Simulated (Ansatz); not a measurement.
# Yttrium, omega (AlB2-type) under r²SCAN: structure, energy and stiffness

What does r²SCAN give for yttrium in the omega (AlB2-type) structure? We relax it, solve it on a dense k-mesh, then scale the cell to 7 volumes from 88 to 112 % of the relaxed one and try a fit of the equation of state. The start is ferromagnetic. The k-meshes are 7×7×9 for the relaxation; 9×9×12 for the dense run; 7×7×10 for the volumes.

Program: Ansatz 0.2.0. Level of theory: DFT r2SCAN, plane waves (500 eV) with PAW, scalar-relativistic; PAW files made under PBE, frozen cores solved again for the functional. These are calculated values, not measurements.

## (1) Starting point

Symmetry: P6/mmm, No. 191, hexagonal system. The conventional cell has a = 5.714 Å, b = 5.714 Å, c = 3.503 Å, α = 90.00°, β = 90.00°, γ = 120.00°. Around Y (site symmetry 6/mmm) lie 14 Y at 3.50 to 3.73 Å. Around Y (site symmetry -6m2) lie 11 Y at 3.30 to 3.73 Å.

Coordinates:

```cif
data_structure
_symmetry_space_group_name_H-M 'P 1'
_symmetry_Int_Tables_number 1
_cell_length_a 5.7139
_cell_length_b 5.7139
_cell_length_c 3.5026
_cell_angle_alpha 90.000
_cell_angle_beta 90.000
_cell_angle_gamma 120.000
_cell_volume 99.03
loop_
_atom_site_label
_atom_site_type_symbol
_atom_site_fract_x
_atom_site_fract_y
_atom_site_fract_z
_atom_site_occupancy
Y1 Y 0.00000 0.00000 0.00000 1
Y2 Y 0.33333 0.66667 0.50000 1
Y3 Y 0.66667 0.33333 0.50000 1
```

Starting moments (μB): +1 ×3.

## (2) Relaxing cell and atoms

Input file input.yaml:

```yaml
crystal:
  lattice:
    - [5.7138984743, 0.0, 0.0]
    - [-2.8569492371, 4.9483812334, 0.0]
    - [0.0, 0.0, 3.5026197647]
  atoms:
    - { symbol: "Y", position: [0.0, 0.0, 0.0], spin: 1.0 }
    - { symbol: "Y", position: [0.3333333333, 0.6666666667, 0.5], spin: 1.0 }
    - { symbol: "Y", position: [0.6666666667, 0.3333333333, 0.5], spin: 1.0 }
hamiltonian:
  xc: r2scan
  pseudopotentials:
    kind: paw
    azcp:
      "Y": "pseudopotentials/Y.paw.azcp"
basis:
  ecutwfc: 500
  fft_grid_basis: typed
kpoints:
  mp_grid: { grid: [7, 7, 9], shift: [0, 0, 0] }
magnetization:
  spin_polarized: true
scf:
  occupations: { method: fermi_dirac, width: 0.05 }
relax:
  max_steps: 60
  f_tol: 0.01
  cell: {}
```

Run with:

```sh
> ansatz run input.yaml --threads 2 --pin off --max-ram 6144MiB --backend cpu --events-out ev --progress --plain --runs-dir out
```

After this run come: Dense single point; The cell scaled to 88 % of its volume; The cell scaled to 92 % of its volume; The cell scaled to 96 % of its volume; The cell scaled to 100 % of its volume; The cell scaled to 104 % of its volume; The cell scaled to 108 % of its volume; The cell scaled to 112 % of its volume.

What does the calculation give? Wanted: space group; conventional cell; volume; shortest distance; gap on the mesh; magnetic state.

**Answer**, as computed:

```
                      quantity                                   value
space group (spins left aside)                        P6/mmm (No. 191)
             conventional cell  a = 5.711 Å, c = 3.518 Å (c/a = 0.616)
                        volume                          33.124 Å³/atom
             shortest distance                                 3.297 Å
               gap on the mesh            none (levels filled in part)
                magnetic state   ferromagnetic, up to 0.34 μB per atom
```

What this shows: The relaxation enlarged the cell by 0.3 % in volume. The final state is ferromagnetic (largest moment 0.34 μB). No gap shows: it is a metal or semimetal at this level. The symmetry was held, so the structure may be unstable against distortions that break it.
